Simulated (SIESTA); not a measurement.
The system is Ba2Tl5V3O12.

```xyz
22
Lattice="4.2370 2.4462 6.1284 -4.2370 2.4462 6.1284 0.0000 -4.8924 6.1284" Properties=species:S:1:pos:R:3 pbc="T T T"
Ba    0.0000    0.0000    9.1926
Ba    0.0000    0.0000    0.0000
V     0.0000    2.4462    6.1284
V    -2.1185   -1.2231    6.1284
V     2.1185   -1.2231    6.1284
Tl    0.0000   -2.4462    3.0642
Tl    2.1185    1.2231    3.0642
Tl   -2.1185    1.2231    3.0642
Tl    0.0000    0.0000   13.6133
Tl    0.0000    0.0000    4.7719
O     2.6932   -0.0671    7.4143
O    -1.2885    2.3659    7.4143
O    -1.4047   -2.2988    7.4143
O    -1.4047    2.2988   10.9708
O     2.6932    0.0671   10.9708
O    -1.2884   -2.3659   10.9708
O    -2.6932    0.0671   10.9708
O     1.2884   -2.3659   10.9708
O     1.4047    2.2988   10.9708
O     1.4047   -2.2988    7.4143
O    -2.6932   -0.0671    7.4143
O     1.2885    2.3659    7.4143
```

The cell was built by a generator and needn't be a form met in nature.

Base run:

```yaml
Program: SIESTA 5.4.2
Functional: PBE
Potentials_or_basis: PseudoDojo 0.4 standard (PBE files)
Basis: SZP (energy shift 0.003 Ry; d shell added on Ba)
Grid_cutoff: 800 Ry
Energy_shift: 0.003 Ry
k_mesh: 4 × 4 × 4
Occupations: fermi-dirac, width 0.05 eV
Spin: collinear spin, ferromagnetic start
Starting_moments: "[0.0, 0.0, 2.0, 2.0, 2.0, 0.0, 0.0, 0.0, 0.0, 0.0, 0.0, 0.0, 0.0, 0.0, 0.0, 0.0, 0.0, 0.0, 0.0, 0.0, 0.0, 0.0] μB"
```

Its results: band gap on the k mesh none (metal or under the smearing width); pressure 2.3 GPa; net moment 1.10 μB per cell; site moments Ba -0.01, -0.00; V +0.45; Tl -0.03, +0.09; O -0.03 μB; largest force 0.308 eV/Å.

Task: The run is repeated on the same cell with these changes: basis from SZP (energy shift 0.003 Ry; d shell added on Ba) to DZP (energy shift 0.003 Ry; two zetas on semicore shells; d shell added on Ba). What comes out?

Result: Band gap on the k mesh none (metal or under the smearing width); pressure 1.4 GPa; net moment 1.09 μB per cell; site moments Ba -0.00, -0.01; V +0.44; Tl -0.03, +0.08; O -0.03 μB; largest force 0.232 eV/Å.

Caveats: this set's barium file shifts pressures by up to 1 GPa against other sets; spin-orbit coupling is left out, which moves the levels of the heavy elements; the basis of atomic orbitals isn't converged, which shifts pressures, moduli and gaps; semilocal functionals often make such compounds metallic where correlation or magnetic order opens a gap, which also shifts bond lengths.
